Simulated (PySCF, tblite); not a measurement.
# C₆H₇F₃Si: infrared bands, NMR shifts and electronic excitations in gas and solvents, part 2 of 2

tblite 0.8.0 and PySCF 2.14.0. Atoms count from 0. The steps go on from the part before.

### 7 Nuclear shieldings: PBE/pcSseg-1

What the job is given:

```
{"job": {"kind": "nmr", "xc": "PBE", "basis": "pcSseg-1", "pop": false}, "charge": 0, "multiplicity": 1}
F      3.716762     0.258066     1.963607
C      3.606347    -0.177175     0.729372
F      4.766490    -0.448963     0.189543
C      2.425562    -0.314022     0.107266
F      2.443904    -0.765924    -1.150531
C      1.139766    -0.017164     0.690111
C     -0.021131    -0.180586     0.028092
C     -1.349170     0.126937     0.564791
C     -2.565718    -0.684648     0.075596
Si    -2.613618     1.085489    -0.468629
H      1.151452     0.355327     1.717867
H      0.022522    -0.561019    -0.999355
H     -1.360694     0.373895     1.633618
H     -3.253387    -1.036980     0.851409
H     -2.349521    -1.455335    -0.673067
H     -2.264250     1.408585    -1.872807
H     -3.510757     2.044302     0.221653
```

With the program's defaults for keys left out, this is: GIAO PBE/pcSseg-1 NMR shielding, non-relativistic, gas phase.

The log of the run:

```text
coarse grid: 15744 points
cycle   1  E = -820.7172458087  dE =  1.385e+00  |g| = 9.040e-01  |ddm| = 4.060e+00
cycle   2  E = -819.8878743304  dE =  8.294e-01  |g| = 2.013e+00  |ddm| = 2.670e+00
cycle   3  E = -820.8496742560  dE = -9.618e-01  |g| = 3.919e-01  |ddm| = 2.292e+00
cycle   4  E = -820.8847145855  dE = -3.504e-02  |g| = 1.883e-01  |ddm| = 6.536e-01
cycle   5  E = -820.8936636113  dE = -8.949e-03  |g| = 5.562e-02  |ddm| = 2.198e-01
cycle   6  E = -820.8944503931  dE = -7.868e-04  |g| = 1.495e-02  |ddm| = 6.629e-02
cycle   7  E = -820.8944873044  dE = -3.691e-05  |g| = 5.811e-03  |ddm| = 1.509e-02
cycle   8  E = -820.8944957451  dE = -8.441e-06  |g| = 1.438e-03  |ddm| = 6.959e-03
final grid: 151592 points
cycle   9  E = -820.9982104956  dE = -5.352e-05  |g| = 1.348e-02  |ddm| = 5.548e-02
cycle  10  E = -820.9980699616  dE =  1.405e-04  |g| = 2.693e-02  |ddm| = 3.810e-02
cycle  11  E = -820.9982501049  dE = -1.801e-04  |g| = 4.337e-03  |ddm| = 3.030e-02
cycle  12  E = -820.9982548921  dE = -4.787e-06  |g| = 1.852e-03  |ddm| = 6.381e-03
cycle  13  E = -820.9982557523  dE = -8.602e-07  |g| = 2.670e-04  |ddm| = 2.013e-03
cycle  14  E = -820.9982557672  dE = -1.490e-08  |g| = 1.374e-04  |ddm| = 3.948e-04
cycle  15  E = -820.9982557710  dE = -3.782e-09  |g| = 3.189e-05  |ddm| = 1.456e-04
cycle  16  E = -820.9982557712  dE = -2.037e-10  |g| = 1.506e-05  |ddm| = 4.003e-05
converged SCF energy = -820.9982557712

GIAO shielding tensors (ppm)
atom      isotropic    diamagn.    paramagn.     s11        s22        s33       span
  0 F      281.843     476.088    -194.245    264.898    279.615    301.016     36.118
  1 C       18.852     253.128    -234.276    -25.574     32.701     49.427     75.000
  2 F      266.755     466.261    -199.506    246.732    263.015    290.518     43.786
  3 C       45.161     248.516    -203.355     17.857     36.078     81.547     63.690
  4 F      356.258     475.770    -119.512    284.294    353.154    431.325    147.031
  5 C       65.304     257.325    -192.021    -32.687     87.687    140.912    173.600
  6 C       43.810     253.326    -209.516    -56.999     42.895    145.534    202.533
  7 C      159.974     249.806     -89.832    121.420    151.302    207.201     85.781
  8 C      177.034     252.637     -75.603    146.493    186.761    197.849     51.356
  9 Si     467.412     881.137    -413.725    366.410    389.226    646.600    280.189
 10 H       25.274      34.171      -8.897     22.670     22.901     30.252      7.582
 11 H       25.835      33.876      -8.041     21.720     22.761     33.026     11.306
 12 H       29.236      32.289      -3.052     23.598     28.498     35.613     12.014
 13 H       30.068      28.494       1.574     24.863     26.224     39.116     14.253
 14 H       30.448      30.457      -0.009     25.708     27.483     38.153     12.445
 15 H       28.474      29.604      -1.131     23.447     26.957     35.017     11.571
 16 H       28.149      29.024      -0.875     23.175     25.607     35.663     12.488
```

Wall time 1.7 min (1 thread of AMD EPYC 7R43, shared host); peak memory 0.76 GiB.

Key values: δ C1 161.2, C6 136.2, C3 134.9, C5 114.7, H10 5.92, H11 5.36 ppm.

### 8 NMR shieldings: PBE0/pcSseg-1 in benzene

Settings changed since step 7:

```diff
@@ -1,2 +1,2 @@
-{"job": {"kind": "nmr", "xc": "PBE", "basis": "pcSseg-1", "pop": false}, "charge": 0, "multiplicity": 1}
+{"job": {"kind": "nmr", "xc": "PBE0", "basis": "pcSseg-1", "solvent": "benzene", "pop": true}, "charge": 0, "multiplicity": 1}
 F      3.716762     0.258066     1.963607
```

Method: GIAO PBE0/pcSseg-1 NMR shielding, non-relativistic, IEF-PCM benzene.

The log of the run:

```text
coarse grid: 15744 points
cycle   1  E = -820.8267521564  dE =  1.597e+00  |g| = 8.056e-01  |ddm| = 3.996e+00
cycle   2  E = -820.6203351550  dE =  2.064e-01  |g| = 1.287e+00  |ddm| = 1.543e+00
cycle   3  E = -820.9521991982  dE = -3.319e-01  |g| = 1.260e-01  |ddm| = 1.072e+00
cycle   4  E = -820.9545883797  dE = -2.389e-03  |g| = 8.295e-02  |ddm| = 1.899e-01
cycle   5  E = -820.9562068421  dE = -1.618e-03  |g| = 9.914e-03  |ddm| = 7.246e-02
cycle   6  E = -820.9562237167  dE = -1.687e-05  |g| = 4.410e-03  |ddm| = 1.083e-02
cycle   7  E = -820.9562285674  dE = -4.851e-06  |g| = 8.893e-04  |ddm| = 4.750e-03
final grid: 151592 points
cycle   8  E = -821.0327132981  dE = -4.567e-05  |g| = 7.463e-03  |ddm| = 3.929e-02
cycle   9  E = -821.0327001539  dE =  1.314e-05  |g| = 1.047e-02  |ddm| = 1.695e-02
cycle  10  E = -821.0327275674  dE = -2.741e-05  |g| = 1.092e-03  |ddm| = 1.024e-02
cycle  11  E = -821.0327278066  dE = -2.392e-07  |g| = 4.110e-04  |ddm| = 1.329e-03
cycle  12  E = -821.0327278449  dE = -3.826e-08  |g| = 1.370e-04  |ddm| = 4.456e-04
cycle  13  E = -821.0327278485  dE = -3.589e-09  |g| = 2.982e-05  |ddm| = 1.172e-04
cycle  14  E = -821.0327278487  dE = -1.871e-10  |g| = 7.312e-06  |ddm| = 3.228e-05
converged SCF energy = -821.0327278487

GIAO shielding tensors (ppm)
atom      isotropic    diamagn.    paramagn.     s11        s22        s33       span
  0 F      304.167     475.361    -171.194    279.920    303.899    328.682     48.762
  1 C       23.960     252.674    -228.714    -28.049     40.631     59.298     87.347
  2 F      289.351     466.737    -177.386    274.758    291.313    301.982     27.224
  3 C       49.372     247.846    -198.474     16.393     43.579     88.144     71.751
  4 F      376.472     475.295     -98.823    309.433    376.262    443.723    134.290
  5 C       69.811     257.828    -188.018    -33.571     95.094    147.909    181.480
  6 C       41.943     253.715    -211.772    -67.555     41.025    152.358    219.912
  7 C      167.974     250.235     -82.261    129.775    159.013    215.135     85.361
  8 C      183.426     253.258     -69.832    153.106    192.464    204.709     51.603
  9 Si     481.770     880.583    -398.813    379.018    400.114    666.177    287.159
 10 H       25.211      33.791      -8.580     22.233     23.059     30.340      8.107
 11 H       25.612      33.368      -7.756     21.544     22.378     32.913     11.369
 12 H       29.272      32.105      -2.833     23.275     28.366     36.177     12.902
 13 H       30.109      28.473       1.636     24.652     25.984     39.690     15.038
 14 H       30.479      30.184       0.295     25.436     27.297     38.706     13.270
 15 H       28.487      29.514      -1.027     23.434     26.801     35.226     11.792
 16 H       28.236      29.049      -0.813     23.252     25.513     35.944     12.692
```

It took 68 s on 1 thread of AMD EPYC 7R43, shared host; peak memory 1 GiB.

In short: δ C1 160.9, C6 142.9, C3 135.5, C5 115.1, H10 6.04, H11 5.64 ppm.

### 9 Shielding tensors: PBE0/pcSseg-1 in cyclohexane

Settings changed since step 8:

```diff
@@ -1,2 +1,2 @@
-{"job": {"kind": "nmr", "xc": "PBE0", "basis": "pcSseg-1", "solvent": "benzene", "pop": true}, "charge": 0, "multiplicity": 1}
+{"job": {"kind": "nmr", "xc": "PBE0", "basis": "pcSseg-1", "solvent": "cyclohexane", "pop": false}, "charge": 0, "multiplicity": 1}
 F      3.716762     0.258066     1.963607
```

With the program's defaults for keys left out, this is: GIAO PBE0/pcSseg-1 NMR shielding, non-relativistic, IEF-PCM cyclohexane.

The log of the run:

```text
coarse grid: 15744 points
cycle   1  E = -820.8260851563  dE =  1.598e+00  |g| = 8.068e-01  |ddm| = 3.997e+00
cycle   2  E = -820.6156594306  dE =  2.104e-01  |g| = 1.293e+00  |ddm| = 1.553e+00
cycle   3  E = -820.9517153060  dE = -3.361e-01  |g| = 1.292e-01  |ddm| = 1.086e+00
cycle   4  E = -820.9542729190  dE = -2.558e-03  |g| = 8.429e-02  |ddm| = 1.955e-01
cycle   5  E = -820.9559468849  dE = -1.674e-03  |g| = 1.000e-02  |ddm| = 7.392e-02
cycle   6  E = -820.9559641671  dE = -1.728e-05  |g| = 4.419e-03  |ddm| = 1.095e-02
cycle   7  E = -820.9559690294  dE = -4.862e-06  |g| = 9.065e-04  |ddm| = 4.810e-03
final grid: 151592 points
cycle   8  E = -821.0324551636  dE = -4.560e-05  |g| = 7.487e-03  |ddm| = 3.929e-02
cycle   9  E = -821.0324417190  dE =  1.344e-05  |g| = 1.053e-02  |ddm| = 1.705e-02
cycle  10  E = -821.0324695040  dE = -2.779e-05  |g| = 1.107e-03  |ddm| = 1.037e-02
cycle  11  E = -821.0324697514  dE = -2.474e-07  |g| = 4.204e-04  |ddm| = 1.360e-03
cycle  12  E = -821.0324697915  dE = -4.017e-08  |g| = 1.370e-04  |ddm| = 4.553e-04
cycle  13  E = -821.0324697951  dE = -3.581e-09  |g| = 3.004e-05  |ddm| = 1.179e-04
cycle  14  E = -821.0324697953  dE = -1.935e-10  |g| = 7.447e-06  |ddm| = 3.294e-05
converged SCF energy = -821.0324697953

GIAO shielding tensors (ppm)
atom      isotropic    diamagn.    paramagn.     s11        s22        s33       span
  0 F      304.053     475.356    -171.303    279.954    303.810    328.395     48.441
  1 C       23.945     252.673    -228.729    -28.105     40.654     59.285     87.390
  2 F      289.083     466.722    -177.639    274.451    290.963    301.835     27.384
  3 C       49.395     247.815    -198.420     16.384     43.600     88.202     71.818
  4 F      376.274     475.270     -98.996    309.246    376.021    443.554    134.308
  5 C       69.706     257.822    -188.116    -33.734     95.003    147.850    181.584
  6 C       42.114     253.709    -211.595    -67.282     41.350    152.275    219.557
  7 C      167.975     250.217     -82.242    129.837    158.945    215.144     85.307
  8 C      183.390     253.235     -69.845    153.043    192.420    204.706     51.663
  9 Si     481.812     880.586    -398.773    379.057    400.183    666.197    287.140
 10 H       25.221      33.797      -8.576     22.253     23.055     30.354      8.101
 11 H       25.625      33.373      -7.749     21.561     22.389     32.925     11.364
 12 H       29.288      32.118      -2.830     23.294     28.387     36.184     12.890
 13 H       30.117      28.484       1.632     24.662     25.997     39.690     15.028
 14 H       30.488      30.189       0.299     25.448     27.309     38.706     13.258
 15 H       28.491      29.520      -1.029     23.438     26.808     35.227     11.789
 16 H       28.241      29.058      -0.817     23.256     25.521     35.945     12.689
```

Run time: 57 s. Hardware: 1 thread of AMD EPYC 7R43, shared host; peak memory 1 GiB.

Key values: δ C1 160.9, C6 142.7, C3 135.4, C5 115.1, H10 6.04, H11 5.63 ppm.

### 10 Ultraviolet spectrum: PBE0/def2-SVPD in benzene

Settings changed since step 9:

```diff
@@ -1,2 +1,2 @@
-{"job": {"kind": "nmr", "xc": "PBE0", "basis": "pcSseg-1", "solvent": "cyclohexane", "pop": false}, "charge": 0, "multiplicity": 1}
+{"job": {"kind": "uv", "xc": "PBE0", "basis": "def2-SVPD", "solvent": "benzene", "nstates": 6, "ntriplets": 0}, "charge": 0, "multiplicity": 1}
 F      3.716762     0.258066     1.963607
```

Level: TDDFT PBE0/def2-SVPD, vertical, IEF-PCM benzene (non-equilibrium linear response), core orbitals frozen in the response.

The log of the run:

```text
coarse grid: 15744 points
cycle   1  E = -820.4142100604  dE =  1.523e+00  |g| = 7.527e-01  |ddm| = 6.935e+00
cycle   2  E = -820.2236407118  dE =  1.906e-01  |g| = 1.198e+00  |ddm| = 2.925e+00
cycle   3  E = -820.5305463541  dE = -3.069e-01  |g| = 1.206e-01  |ddm| = 2.071e+00
cycle   4  E = -820.5328926401  dE = -2.346e-03  |g| = 7.901e-02  |ddm| = 3.726e-01
cycle   5  E = -820.5344035563  dE = -1.511e-03  |g| = 8.685e-03  |ddm| = 1.352e-01
cycle   6  E = -820.5344159433  dE = -1.239e-05  |g| = 4.132e-03  |ddm| = 2.080e-02
cycle   7  E = -820.5344204050  dE = -4.462e-06  |g| = 7.380e-04  |ddm| = 8.020e-03
final grid: 151592 points
cycle   8  E = -820.6417117208  dE = -4.375e-05  |g| = 7.323e-03  |ddm| = 1.681e-01
cycle   9  E = -820.6416986610  dE =  1.306e-05  |g| = 1.032e-02  |ddm| = 3.105e-02
cycle  10  E = -820.6417256137  dE = -2.695e-05  |g| = 9.819e-04  |ddm| = 1.702e-02
cycle  11  E = -820.6417258329  dE = -2.192e-07  |g| = 3.394e-04  |ddm| = 2.421e-03
cycle  12  E = -820.6417258590  dE = -2.611e-08  |g| = 1.263e-04  |ddm| = 7.899e-04
cycle  13  E = -820.6417258624  dE = -3.369e-09  |g| = 2.732e-05  |ddm| = 2.544e-04
cycle  14  E = -820.6417258625  dE = -1.830e-10  |g| = 7.790e-06  |ddm| = 7.488e-05
converged SCF energy = -820.6417258625

Static polarisability (au): isotropic 136.047, principal 95.180 97.796 215.164

Singlet excitations
state   eV       nm        f      main configurations
  1   4.6167    268.6   1.00311   H->L 0.95
  2   5.3633    231.2   0.02388   H->L+1 0.83
  3   5.5405    223.8   0.00357   H->L+2 0.80
  4   5.7365    216.1   0.08261   H-1->L 0.67, H->L+3 0.20
  5   5.7924    214.0   0.06695   H->L+3 0.67, H-1->L 0.16
  6   6.0899    203.6   0.01158   H->L+4 0.62, H->L+5 0.34
```

It took 86 s on 1 thread of AMD EPYC 7R43, shared host; peak memory 1.2 GiB.

In short: HOMO -6.01 eV, LUMO -0.88 eV; lowest singlet 4.62 eV.

### 11 Comparing the runs: NMR shifts

Shifts (ppm) of some atoms, chosen among heavy atoms and hydrogens apart, with basis size and wall time:

| run | C6 | C7 | H10 | H11 | F2 | F0 | F4 | functions | time |
| --- | --- | --- | --- | --- | --- | --- | --- | --- | --- |
| PBE0/pcSseg-1 | 140.9 | 16.4 | 5.98 | 5.55 | -109.7 | -125.7 | -197.6 | 212 | 62 s |
| PBE/pcSseg-1 | 136.2 | 20.1 | 5.92 | 5.36 | -122.0 | -137.1 | -211.5 | 212 | 1.7 min |
| PBE0/pcSseg-1 in benzene | 142.9 | 16.9 | 6.04 | 5.64 | -110.6 | -125.4 | -197.7 | 212 | 68 s |
| PBE0/pcSseg-1 in cyclohexane | 142.7 | 16.8 | 6.04 | 5.63 | -110.5 | -125.5 | -197.7 | 212 | 57 s |

The continuum's effect on the ground state:

| solvent | ε | polarisation energy (Eh) | μ (D) |
| --- | --- | --- | --- |
| cyclohexane | 2.02 | -0.0019 | 2.96 |
| benzene | 2.27 | -0.0022 | 3.00 |

### 12 Run by run: electronic excitations

Excitations and ground-state properties, with basis size and wall time:

| run | lowest singlet (eV) | brightest (eV) | f | gap (eV) | α (Å³) | μ (D) | functions | time |
| --- | --- | --- | --- | --- | --- | --- | --- | --- |
| PBE0/def2-SVPD | 4.80 | 4.80 | 0.825 | 5.13 | 17.54 | 2.85 | 269 | 3 min |
| PBE0/def2-SVPD in benzene | 4.62 | 4.62 | 1.003 | 5.13 | 20.16 | 3.21 | 269 | 86 s |

### 13 Summary of results

This closing draws on all 2 parts.

| quantity | value |
| --- | --- |
| strongest single infrared mode (GFN2-xTB) | 1620 cm⁻¹, 367 km/mol |
| zero-point energy (GFN2-xTB) | 68.9 kcal/mol |
| point group | C1 |
| rotational constants (main isotopes) | 3.15, 0.39, 0.37 GHz |
| 13C shifts against TMS (PBE0/pcSseg-1) | 160.6, 140.9, 134.8, 115.5, 16.4, 1.3 ppm |
| 1H shifts against TMS (PBE0/pcSseg-1) | 5.98, 5.55, 2.99, 2.74, 1.87, 1.09, 0.72 ppm |
| 19F shifts against CFCl3 (PBE0/pcSseg-1) | -109.7, -125.7, -197.6 ppm |
| 29Si shifts against TMS (PBE0/pcSseg-1) | -130.2 ppm |
| lowest singlet (PBE0/def2-SVPD) | 4.80 eV (258 nm), f = 0.825 |
| lowest triplet | 2.85 eV |
| vertical ionisation energy (ΔSCF) | 7.72 eV |
| range of the shift of C6 (PBE0/pcSseg-1 runs) | 140.9 to 142.9 ppm |
| range of the lowest singlet | 4.62 to 4.80 eV |

Over 100 steps the energy fell by 0.624 eV; of the close pairs, C7–Si9 changed most, 1.872 to 1.936 Å (GFN2-xTB). No mode is imaginary among the 45: a minimum at this level. The strongest single mode, at 1620 cm⁻¹, moves mainly C6 and C5. Unscaled tight-binding wavenumbers are off by several per cent, some by more. Its intensities can rank the bands wrongly. Relaxing lowered the energy by 0.188 eV in 10 steps; the close pair that moved most is C7–Si9, from 1.935 to 1.894 Å (PBE0/def2-SVP). At PBE0/pcSseg-1: The widest tensor belongs to Si9: span 287 ppm, with a paramagnetic part of -398 ppm. The first singlet state (HOMO→LUMO 0.92) lies at 4.80 eV and is bright. The lowest triplet lies 1.95 eV below the lowest singlet (triplets in Tamm-Dancoff, singlets in full TDDFT). The orbital energy would give 6.06 eV for ionisation, ΔSCF gives 7.72 eV. At one level, PBE0/pcSseg-1: Across the 3 runs the shift of C6 moves most, between 140.9 (PBE0/pcSseg-1) and 142.9 ppm (PBE0/pcSseg-1 in benzene). The continuum holds electrostatics alone: no hydrogen bonds to the solvent, and the gas-phase geometry is kept. The lowest singlet runs from 4.62 eV (PBE0/def2-SVPD in benzene) to 4.80 eV (PBE0/def2-SVPD), while the orbital gap is 5.13 eV. The lowest state need not be the same one in every run. The runs solved for a few states only, so the brightest column depends on that window.
